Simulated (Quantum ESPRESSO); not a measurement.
# Ta in Quantum ESPRESSO: settings compared

The runs below take Ta through work function, with vdW-DF-cx, PBE+D3(BJ).

Program: Quantum ESPRESSO 7.5. These are calculated values, not measurements. Logs are shortened: lines on timing, memory, paths and dates and some standing lists are left out, and cuts for length are marked.

## Step 1: The sheet as given

The cell holds a sheet with vacuum, 2 atoms: a = 2.719 Å, b = 2.719 Å, c = 28.487 Å, α = 90.00°, β = 90.00°, γ = 90.00°.

The cell was built by a generator and needn't be a form met in nature.

## Step 2: Work function, vdW-DF-cx

The input, pw.in:

```
&CONTROL
  calculation = 'scf'
  prefix = 'pwscf'
  outdir = './tmp'
  pseudo_dir = './pseudo'
  tprnfor = .true.
  disk_io = 'low'
/
&SYSTEM
  ibrav = 0
  celldm(1) = 8
  nat = 2
  ntyp = 1
  ecutwfc = 132
  nbnd = 37
  input_dft = 'vdw-df-cx'
  occupations = 'smearing'
  smearing = 'mv'
  degauss = 0.01469973
/
&ELECTRONS
  conv_thr = 2d-09
  electron_maxstep = 150
  mixing_beta = 0.3
  mixing_mode = 'local-TF'
/
ATOMIC_SPECIES
Ta   180.9479 Ta.upf
CELL_PARAMETERS alat
  0.6422659422919  -0.0000000000000   0.0000000000000
 -0.0000000000000   0.6422659422919   0.0000000000000
  0.0000000000000   0.0000000000000   6.7289934763512
ATOMIC_POSITIONS crystal
Ta     1.0000000000    0.5000000000    0.3026400000
Ta     0.5000000000    0.0000000000    0.2239200000
K_POINTS automatic
10 10 1 0 0 0
```

The input, pp_density.in:

```
&INPUTPP
  prefix = 'pwscf'
  outdir = './tmp'
  filplot = 'density.dat'
  plot_num = 0
/
&PLOT
  nfile = 1
  filepp(1) = 'density.dat'
  iflag = 3
  output_format = 6
  fileout = 'density.cube'
/
```

The input, pp_potential.in:

```
&INPUTPP
  prefix = 'pwscf'
  outdir = './tmp'
  filplot = 'potential.dat'
  plot_num = 11
/
&PLOT
  nfile = 1
  filepp(1) = 'potential.dat'
  iflag = 3
  output_format = 6
  fileout = 'potential.cube'
/
```

The input, pp_elf.in:

```
&INPUTPP
  prefix = 'pwscf'
  outdir = './tmp'
  filplot = 'elf.dat'
  plot_num = 8
/
&PLOT
  nfile = 1
  filepp(1) = 'elf.dat'
  iflag = 3
  output_format = 6
  fileout = 'elf.cube'
/
```

Potentials or basis: PseudoDojo 0.4 SR PBE stringent.

Started as:

```sh
OMP_NUM_THREADS=1 mpirun -n 2 pw.x -nk 2 -in pw.in > pw.out
OMP_NUM_THREADS=1 mpirun -n 1 pp.x -in pp_density.in > pp_density.out
OMP_NUM_THREADS=1 mpirun -n 1 pp.x -in pp_potential.in > pp_potential.out
OMP_NUM_THREADS=1 mpirun -n 1 pp.x -in pp_elf.in > pp_elf.out
```

pw.out:

```text
This program is part of the open-source Quantum ESPRESSO suite
     for quantum simulation of materials; please cite
         "P. Giannozzi et al., J. Phys.:Condens. Matter 21 395502 (2009);
         "P. Giannozzi et al., J. Phys.:Condens. Matter 29 465901 (2017);
         "P. Giannozzi et al., J. Chem. Phys. 152 154105 (2020);
     in publications or presentations arising from this work. More details at

     IMPORTANT: XC functional enforced from input :
     Exchange-correlation= VDW-DF-CX
                           (   1   4  27   0   1   0   0)
     Any further DFT definition will be discarded
     Please, verify this is what you really want

     Message from routine setup:
[... 7 lines left out ...]
     --------------------
     sticks:   dense  smooth     PW     G-vecs:    dense   smooth      PW
     Sum        1109    1109    325               291189   291189   45255

     Using Slab Decomposition

     bravais-lattice index     =            0
     lattice parameter (alat)  =       8.0000  a.u.
     unit-cell volume          =    1421.1825 (a.u.)^3
     number of atoms/cell      =            2
     number of atomic types    =            1
     number of electrons       =        54.00
     number of Kohn-Sham states=           37
     kinetic-energy cutoff     =     132.0000  Ry
     charge density cutoff     =     528.0000  Ry
     scf convergence threshold =      2.0E-09
     mixing beta               =       0.3000
     number of iterations used =            8  local-TF  mixing
     Exchange-correlation= VDW-DF-CX
                           (   1   4  27   0   1   0   0)

     celldm(1)=   8.000000  celldm(2)=   0.000000  celldm(3)=   0.000000
     celldm(4)=   0.000000  celldm(5)=   0.000000  celldm(6)=   0.000000

     crystal axes: (cart. coord. in units of alat)
               a(1) = (   0.642266  -0.000000   0.000000 )
               a(2) = (  -0.000000   0.642266   0.000000 )
               a(3) = (   0.000000   0.000000   6.728993 )

     reciprocal axes: (cart. coord. in units 2 pi/alat)
               b(1) = (  1.556987  0.000000 -0.000000 )
               b(2) = (  0.000000  1.556987 -0.000000 )
               b(3) = ( -0.000000 -0.000000  0.148611 )

     PseudoPot. # 1 for Ta read from file:
     Ta.upf
     Pseudo is Norm-conserving + core correction, Zval = 27.0
     Generated using ONCVPSP code by D. R. Hamann
     Using radial grid of 1450 points,  8 beta functions with:
                l(1) =   0
                l(2) =   0
                l(3) =   1
                l(4) =   1
                l(5) =   2
                l(6) =   2
                l(7) =   3
                l(8) =   3

     atomic species   valence    mass     pseudopotential
     Ta               27.00   180.94790     Ta( 1.00)

      8 Sym. Ops. (no inversion) found ( 4 have fractional translation)

   Cartesian axes

     site n.     atom                  positions (alat units)
         1        Ta     tau(   1) = (   0.6422659   0.3211330   2.0364626  )
         2        Ta     tau(   2) = (   0.3211330   0.0000000   1.5067562  )

     number of k points=    21  Marzari-Vanderbilt smearing, width (Ry)=  0.0147
                       cart. coord. in units 2pi/alat
        k(    1) = (   0.0000000   0.0000000   0.0000000), wk =   0.0200000
        k(    2) = (   0.0000000   0.1556987   0.0000000), wk =   0.0800000
        k(    3) = (   0.0000000   0.3113975   0.0000000), wk =   0.0800000
        k(    4) = (   0.0000000   0.4670962   0.0000000), wk =   0.0800000
        k(    5) = (   0.0000000   0.6227950   0.0000000), wk =   0.0800000
        k(    6) = (   0.0000000  -0.7784937   0.0000000), wk =   0.0400000
[... 13 lines left out ...]
        k(   20) = (   0.6227950  -0.7784937   0.0000000), wk =   0.0800000
        k(   21) = (  -0.7784937  -0.7784937   0.0000000), wk =   0.0200000

     Dense  grid:   291189 G-vectors     FFT dimensions: (  40,  40, 400)

     Initial potential from superposition of free atoms

     starting charge      53.9982, renormalised to      54.0000

     negative rho (up, down):  2.004E-05 0.000E+00

     %%%%%%%%%%%%%%%%%%%%%%%%%%%%%%%%%%%%%%%%%%%%%%%%%%%%%%%%%%%%%%%%%%%%%%%%
     %                                                                      %
     % You are using vdW-DF, which was implemented by the Thonhauser group. %
     % Please cite the following two papers that made this development      %
     % possible and the two reviews that describe the various versions:     %
     %                                                                      %
     %   T. Thonhauser et al., PRL 115, 136402 (2015).                      %
     %   T. Thonhauser et al., PRB 76, 125112 (2007).                       %
     %   K. Berland et al., Rep. Prog. Phys. 78, 066501 (2015).             %
     %   D.C. Langreth et al., J. Phys.: Condens. Matter 21, 084203 (2009). %
     %                                                                      %
     % If you are calculating stress with vdW-DF, please also cite:         %
     %                                                                      %
     %   R. Sabatini et al., J. Phys.: Condens. Matter 24, 424209 (2012).   %
     %                                                                      %
     %%%%%%%%%%%%%%%%%%%%%%%%%%%%%%%%%%%%%%%%%%%%%%%%%%%%%%%%%%%%%%%%%%%%%%%%

     %%%%%%%%%%%%%%%%%%%%%%%%%%%%%%%%%%%%%%%%%%%%%%%%%%%%%%%%%%%%%%%%%%%%%%%%
     %                                                                      %
     %  vdW-DF NEWS:                                                        %
     %                                                                      %
     %  * vdW-DF3 is now available. DOI: 10.1021/acs.jctc.0c00471           %
     %    use with input_dft = 'vdW-DF3-opt1' or 'vdW-DF3-opt2'             %
     %                                                                      %
     %  * Unscreened and range-separated hybrid vdW-DF-cx functionals       %
     %    DOI: 10.1063/1.4986522 and 10.1088/1361-648X/ac2ad2               %
     %    use with input_dft = 'vdW-DF-cx0'    and 'vdW-DF-ahcx'            %
     %  * Unscreened and range-separated hybrid vdW-DF2-b86r functionals    %
     %    DOI: 10.1063/1.4986522 and DOI: 10.1103/PhysRevX.12.041003        %
     %    use with input_dft = 'vdW-DF2-br0' and 'vdW-DF2-ahbr'             %
     %                                                                      %
     %%%%%%%%%%%%%%%%%%%%%%%%%%%%%%%%%%%%%%%%%%%%%%%%%%%%%%%%%%%%%%%%%%%%%%%%

     Starting wfcs are   34 randomized atomic wfcs +    3 random wfcs

     Self-consistent Calculation

     iteration #  1     ecut=   132.00 Ry     beta= 0.30
     Davidson diagonalization with overlap
     ethr =  1.00E-02,  avg # of iterations =  6.0

     total energy              =   -1293.67246721 Ry
     estimated scf accuracy    <       0.56186497 Ry

     iteration #  2     ecut=   132.00 Ry     beta= 0.30
     Davidson diagonalization with overlap
     ethr =  1.04E-03,  avg # of iterations =  1.4
[... 212 lines left out ...]
     total energy              =   -1293.60979483 Ry
     estimated scf accuracy    <          3.8E-09 Ry

     iteration # 28     ecut=   132.00 Ry     beta= 0.30
     Davidson diagonalization with overlap
     ethr =  7.06E-12,  avg # of iterations =  3.0

     End of self-consistent calculation

          k = 0.0000 0.0000 0.0000 ( 36425 PWs)   bands (ev):

   -67.3546 -67.2865 -34.6176 -34.0033 -33.6222 -33.6222 -33.4672 -33.4672
   -18.8253 -18.8027 -18.7792 -18.7792 -18.7778 -18.7778 -18.7774 -18.7652
   -18.7446 -18.7413 -18.6797 -18.6797 -18.6674 -18.6674  -6.8089  -4.8760
    -3.0835  -1.7631  -0.7547   0.0783   1.1399   2.4691   2.4691   4.2154
     4.4218   5.0214   5.2800   5.2800   5.4033

          k = 0.0000 0.1557 0.0000 ( 36465 PWs)   bands (ev):
[... 25 lines left out ...]
   -67.2452 -67.2239 -34.7590 -34.7458 -34.1799 -34.0172 -33.4660 -33.4173
   -18.8153 -18.8101 -18.7942 -18.7881 -18.7801 -18.7775 -18.7528 -18.7500
   -18.7465 -18.7449 -18.7274 -18.7171 -18.6428 -18.6406  -3.9614  -3.3708
    -1.5291  -1.1058   0.0403   0.7374   2.2624   2.3463   2.8561   3.5282
     4.5466   5.3204   6.8869   7.2949   8.1368

          k = 0.0000-0.7785 0.0000 ( 36390 PWs)   bands (ev):

   -67.2254 -67.2254 -34.8532 -34.8532 -34.0942 -34.0942 -33.4307 -33.4307
   -18.8144 -18.8144 -18.7917 -18.7917 -18.7795 -18.7795 -18.7512 -18.7512
   -18.7509 -18.7508 -18.7175 -18.7175 -18.6378 -18.6378  -3.5931  -3.5931
    -1.2526  -1.2526   0.5088   0.5088   2.0929   2.0929   3.6297   3.6297
     4.9418   4.9418   8.2997   8.3020   8.6969

          k = 0.1557 0.1557 0.0000 ( 36469 PWs)   bands (ev):

   -67.3334 -67.2717 -34.5721 -34.0335 -33.7375 -33.6924 -33.6008 -33.5701
   -18.8205 -18.8005 -18.7819 -18.7808 -18.7805 -18.7769 -18.7686 -18.7647
   -18.7442 -18.7394 -18.6850 -18.6849 -18.6751 -18.6743  -6.1631  -4.1935
    -2.5686  -1.2420  -0.8130   0.3905   0.5465   1.8594   2.6825   4.3583
     4.6790   4.8782   4.9333   5.3981   5.5097
[... 19 lines left out ...]
   -67.2359 -67.2156 -34.7384 -34.7259 -34.1703 -34.0159 -33.5830 -33.5376
   -18.8125 -18.8082 -18.7929 -18.7866 -18.7811 -18.7795 -18.7555 -18.7526
   -18.7422 -18.7408 -18.7253 -18.7156 -18.6509 -18.6489  -3.6712  -3.0191
    -1.3323  -0.9717  -0.1464   0.1928   2.0070   2.2666   2.8271   3.2120
     4.9929   5.4857   7.0447   7.5342   8.3519

          k = 0.1557-0.7785 0.0000 ( 36362 PWs)   bands (ev):

   -67.2166 -67.2166 -34.8331 -34.8331 -34.0874 -34.0873 -33.5497 -33.5497
   -18.8123 -18.8122 -18.7900 -18.7900 -18.7810 -18.7810 -18.7536 -18.7536
   -18.7468 -18.7468 -18.7158 -18.7158 -18.6459 -18.6459  -3.3042  -3.3042
    -0.8976  -0.8976  -0.2659  -0.2659   2.4870   2.4870   2.9277   2.9277
     5.6914   5.6914   8.4505   8.4519   8.8819

          k = 0.3114 0.3114 0.0000 ( 36473 PWs)   bands (ev):

   -67.2780 -67.2330 -34.4657 -34.1400 -34.0307 -33.9134 -33.8332 -33.8314
   -18.8079 -18.7975 -18.7872 -18.7845 -18.7833 -18.7759 -18.7657 -18.7518
   -18.7486 -18.7266 -18.6954 -18.6946 -18.6914 -18.6880  -4.5576  -2.5038
    -1.2887  -0.8613  -0.5349   0.2020   0.7817   1.3869   2.6670   2.6901
     4.1838   4.2144   5.6045   5.9584   6.5820
[... 11 lines left out ...]
   -67.2113 -67.1940 -34.6844 -34.6755 -34.1452 -34.0294 -33.8649 -33.8411
   -18.8067 -18.8049 -18.7892 -18.7846 -18.7832 -18.7823 -18.7628 -18.7591
   -18.7304 -18.7295 -18.7191 -18.7108 -18.6693 -18.6680  -3.1689  -2.3422
    -1.5829  -1.4128   0.4169   0.5258   1.0498   2.3825   2.5703   3.2389
     5.7309   5.7695   7.5377   8.1614   8.9631

          k = 0.3114-0.7785 0.0000 ( 36354 PWs)   bands (ev):

   -67.1935 -67.1935 -34.7810 -34.7810 -34.0709 -34.0709 -33.8506 -33.8506
   -18.8082 -18.8082 -18.7860 -18.7859 -18.7840 -18.7840 -18.7610 -18.7610
   -18.7347 -18.7347 -18.7108 -18.7108 -18.6643 -18.6643  -2.8046  -2.8046
    -1.5340  -1.5340   0.3447   0.3447   1.9705   1.9705   3.0001   3.0001
     6.8377   6.8377   8.7327   8.7329   9.4666

          k = 0.4671 0.4671 0.0000 ( 36373 PWs)   bands (ev):

   -67.2094 -67.1854 -34.4630 -34.3776 -34.3057 -34.1462 -34.1272 -33.9379
   -18.8013 -18.7968 -18.7939 -18.7876 -18.7795 -18.7786 -18.7717 -18.7617
   -18.7233 -18.7113 -18.7026 -18.7009 -18.6999 -18.6959  -3.2873  -2.1064
    -1.5663  -1.2829  -0.3874   1.7946   1.8246   2.0395   2.7303   2.7725
     4.0835   5.4022   7.2105   7.7570   8.5711

          k = 0.4671 0.6228 0.0000 ( 36282 PWs)   bands (ev):

   -67.1802 -67.1675 -34.6280 -34.6240 -34.2554 -34.1933 -34.1037 -33.9842
   -18.8049 -18.8037 -18.7901 -18.7847 -18.7846 -18.7777 -18.7716 -18.7659
   -18.7153 -18.7145 -18.7090 -18.7037 -18.6877 -18.6870  -3.1576  -2.6675
    -2.0285  -1.8632   0.4602   1.8046   2.3730   2.6754   2.8901   3.5844
     5.8299   6.6718   8.2973   9.0625   9.9339

          k = 0.4671-0.7785 0.0000 ( 36298 PWs)   bands (ev):

   -67.1648 -67.1648 -34.7240 -34.7240 -34.2035 -34.2035 -34.0464 -34.0464
   -18.8067 -18.8067 -18.7886 -18.7886 -18.7803 -18.7803 -18.7689 -18.7689
   -18.7187 -18.7187 -18.7030 -18.7030 -18.6826 -18.6826  -3.0264  -3.0264
    -2.1575  -2.1574   1.3272   1.3272   2.6016   2.6016   3.3967   3.3967
     7.7986   7.7986   9.1736   9.1739  10.2283

          k = 0.6228 0.6228 0.0000 ( 36326 PWs)   bands (ev):

   -67.1538 -67.1471 -34.6599 -34.6470 -34.4361 -34.3903 -34.0702 -34.0048
   -18.8074 -18.8063 -18.7916 -18.7862 -18.7832 -18.7819 -18.7707 -18.7687
   -18.7034 -18.7027 -18.6998 -18.6989 -18.6986 -18.6951  -3.5531  -3.4022
    -2.2550  -2.0354   0.7785   1.8461   2.9608   3.5370   4.5063   4.8400
     6.3953   7.9618   9.1665  10.2622  10.3130

          k = 0.6228-0.7785 0.0000 ( 36360 PWs)   bands (ev):

   -67.1415 -67.1415 -34.7158 -34.7158 -34.4318 -34.4318 -34.0342 -34.0342
   -18.8086 -18.8086 -18.7898 -18.7898 -18.7834 -18.7834 -18.7690 -18.7690
   -18.7049 -18.7049 -18.6955 -18.6955 -18.6942 -18.6942  -3.7057  -3.7057
    -2.2554  -2.2554   1.4575   1.4575   3.2850   3.2850   5.2420   5.2420
     8.4124   8.4124  10.0149  10.0150  10.4569

          k =-0.7785-0.7785 0.0000 ( 36388 PWs)   bands (ev):

   -67.1326 -67.1326 -34.7474 -34.7474 -34.4816 -34.4816 -34.0296 -34.0296
   -18.8101 -18.8101 -18.7894 -18.7894 -18.7865 -18.7865 -18.7678 -18.7677
   -18.7007 -18.7007 -18.6966 -18.6966 -18.6924 -18.6924  -3.9640  -3.9640
    -2.3236  -2.3236   1.6914   1.6914   3.1413   3.1413   6.5866   6.5866
     8.7319   8.7319  10.0540  10.0541  11.2837

     the Fermi energy is     0.1502 ev

!    total energy              =   -1293.60979486 Ry
     estimated scf accuracy    <          7.4E-10 Ry
     smearing contrib. (-TS)   =       0.00127760 Ry
     internal energy E=F+TS    =   -1293.61107246 Ry

     The total energy is F=E-TS. E is the sum of the following terms:
     one-electron contribution =   -9746.00224838 Ry
     hartree contribution      =    4899.41754334 Ry
     xc contribution           =    -206.27539137 Ry
     ewald contribution        =    3759.24902394 Ry

     convergence has been achieved in  28 iterations

     Forces acting on atoms (cartesian axes, Ry/au):

     atom    1 type  1   force =     0.00000000    0.00000000   -0.02013087
     atom    2 type  1   force =     0.00000000    0.00000000    0.02013087

     Total force =     0.028469     Total SCF correction =     0.000108

=------------------------------------------------------------------------------=
   JOB DONE.
=------------------------------------------------------------------------------=
```

Run time: 13 min. Hardware: 2 MPI ranks of Intel Xeon 6975P-C (Granite Rapids), shared host; peak memory 1.9 GiB.

What came out:

```yaml
Free_energy: -17600.4579 eV
Largest_force: 0.518 eV/Å
Band_gap_on_the_k_mesh: none (metal or under the smearing width)
Work_function_of_the_upper_face: 4.81 eV
Work_function_of_the_lower_face: 4.81 eV
```

Forces on the atoms (eV/Å):
```
Ta   0.000  0.000 -0.518
Ta   0.000  0.000  0.518
```

Levels at points of the mesh, in eV from the Fermi level:
| k point | band 23 | band 24 | band 25 | band 26 | band 27 | band 28 | band 29 | band 30 | band 31 | band 32 |
| --- | --- | --- | --- | --- | --- | --- | --- | --- | --- | --- |
| (0.00, 0.00, 0.00) | -6.96 | -5.03 | -3.23 | -1.91 | -0.90 | -0.07 | 0.99 | 2.32 | 2.32 | 4.07 |
| (0.00, -0.50, 0.00) | -3.74 | -3.74 | -1.40 | -1.40 | 0.36 | 0.36 | 1.94 | 1.94 | 3.48 | 3.48 |
| (-0.50, -0.50, 0.00) | -4.11 | -4.11 | -2.47 | -2.47 | 1.54 | 1.54 | 2.99 | 2.99 | 6.44 | 6.44 |

Caveat: the potentials were made for another functional, which shifts forces and pressure.

(Part 1 of 2 ends here.)
